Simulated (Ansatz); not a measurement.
**SbF₂ radical: up Jacob's ladder to CCSD(T)**

An exercise on one series of results from a longer session: the logs are not shown, and one member is left open.

Method: functionals in def2-TZVPP, the program's frozen cores in correlated methods; program: Ansatz 0.2.0, Gaussian basis.

The runs, in order: LDA (SPW92), PBE-D4, revPBE-D4, BLYP-D4, r2SCAN-D4, B97M-V, PBE0-D4, B3LYP-D4, r2SCANh-D4, r2SCAN0-D4, HSE06-D4, BHLYP-D4, CAM-B3LYP-D4, LC-ωPBE, ωB97X-V, ωB97M-V, B2PLYP, PBE-QIDH; CCSD(T)/def2-SVP; CCSD(T)/def2-TZVPP; CCSD(T)/def2-QZVPP; extrapolation to the limit; RPA on PBE.

### The relaxed structure

The geometry comes from an earlier relaxation with PBE0-D4 in a triple-zeta def2 set; it is a stationary point. Sb takes the def2 core potential; no spin-orbit term is included.

SMILES `[F][Sb][F]`, 3 atoms, charge 0, spin multiplicity 2.

Atoms are counted from 1 here; the program's logs count them from 0.

Bond lengths: F1–Sb2 1.904 Å, Sb2–F3 1.904 Å. Angles: F1–Sb2–F3 94.9°.

The first run:

in.yaml

```yaml
crystal:
  periodic: [false, false, false]
  atoms:
    - {symbol: F, position_ang: [-0.894014, 1.082283, -0.380204]}
    - {symbol: Sb, position_ang: [-0.371237, -0.745848, -0.281349]}
    - {symbol: F, position_ang: [1.254251, -0.401236, 0.648254]}
basis:
  gaussian: {orbitals: def2-TZVPP}
magnetization: {spin_polarized: true, initial_magnetization: 1}
hamiltonian: {xc: lda}
output: {orbitals: {seedname: orbitals}}
```

Command:

```sh
ansatz run in.yaml --threads 2 --pin off --events-out ev --progress --plain --max-ram 32768MiB --backend cpu
```

Steps of the session up to this table: LDA; PBE-D4 (GGA); revPBE-D4 (GGA); BLYP-D4 (GGA); r2SCAN-D4 (meta-GGA); B97M-V (meta-GGA); PBE0-D4 (hybrid); B3LYP-D4 (hybrid); r2SCANh-D4 (hybrid); r2SCAN0-D4 (hybrid); HSE06-D4 (hybrid); BHLYP-D4 (hybrid); CAM-B3LYP-D4 (range-separated); LC-ωPBE (range-separated); ωB97X-V (range-separated); ωB97M-V (range-separated); B2PLYP (double hybrid); PBE-QIDH (double hybrid).

One of the session's tables, all rows but one given; the rest of the session is left out.

It belongs to the step «Frontier levels by functional». 

| functional | HOMO (eV) | LUMO (eV) | gap (eV) |
| --- | --- | --- | --- |
| LDA (SPW92) | -5.13 | -4.23 | 0.90 |
| PBE-D4 | -5.05 | -3.79 | 1.26 |
| revPBE-D4 | -5.02 | -3.66 | 1.36 |
| BLYP-D4 | -4.85 | -3.84 | 1.01 |
| r2SCAN-D4 | -5.46 | -3.47 | 1.98 |
| B97M-V | -5.29 | -3.84 | 1.46 |
| PBE0-D4 | -6.29 | -3.01 | 3.29 |
| B3LYP-D4 | -5.99 | -3.40 | 2.59 |
| r2SCANh-D4 | -5.91 | -3.19 | 2.72 |
| r2SCAN0-D4 | -6.58 | -2.76 | 3.82 |
| HSE06-D4 | -5.90 | -3.37 | 2.53 |
| BHLYP-D4 | -7.31 | -2.34 | 4.97 |
| CAM-B3LYP-D4 | -7.52 | -2.15 | 5.37 |
| LC-ωPBE | -8.91 | -0.76 | 8.16 |
| ωB97X-V | -8.41 | -1.16 | 7.25 |
| ωB97M-V | ? | ? | ? |

**Question.** Estimate the row for ωB97M-V.

**Answer.** HOMO (eV): -8.28; LUMO (eV): -1.25; gap (eV): 7.03. In the column «HOMO (eV)» it lies between ωB97X-V (-8.41) and CAM-B3LYP-D4 (-7.52).
